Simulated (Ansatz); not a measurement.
Runs of Ansatz 0.2.0 on WAu. It takes space group F-43m (No. 216, cubic). Conventional cell: a = 5.496 Å, b = 5.496 Å, c = 5.496 Å, α = 90.00°, β = 90.00°, γ = 90.00°. W (site symmetry -43m) has 4 Au at 2.38 Å as nearest neighbours. Au (site symmetry -43m) is surrounded by 4 W at 2.38 Å. The cell was built by a generator and needn't be a form met in nature.

| task | level | cell | cutoff (eV) | gap on the mesh (eV) | pressure (GPa) |
| --- | --- | --- | --- | --- | --- |
| single point | r2SCAN50 | as given | 500 | none | 22.9 |
| single point | HF | as given | 420 | none | (a) |
| relaxation of cell and atoms | HF | relaxed | 420 | none | 0.0 |
| single point | r2SCAN0 | as given | 500 | none | 26.1 |
| single point | r2SCANh | as given | 500 | none | 28.2 |

Alike in all rows: potentials or basis Ansatz PAW; no spin polarisation; k mesh 4 × 4 × 4; smearing fermi-dirac 0.05 eV; the mesh is coarse, so values aren't converged.

Problem. Fill in the values left out.

Solution. (a) 36.3.

Caveats: all runs use coarse meshes; the PAW data sets come from PBE, with cores solved anew for the run's functional, which leaves a small shift of forces and pressure; the thresholds are loose for stress (some runs); so large a pressure means that the cell lies far from this level's equilibrium, or that cutoff or potentials fall short (some runs); the plane-wave basis is chosen anew once the cell has moved, so the energies of steps on either side of that aren't comparable (some runs); a pressure of tens of GPa on the cell as given is suspect, and the run, the potentials or the cell itself is likely at fault (some runs).

A k mesh can miss the band edges, and the runs leave out spin-orbit coupling on Au, W.

A gap of «none» marks a metal or a gap under the smearing width.
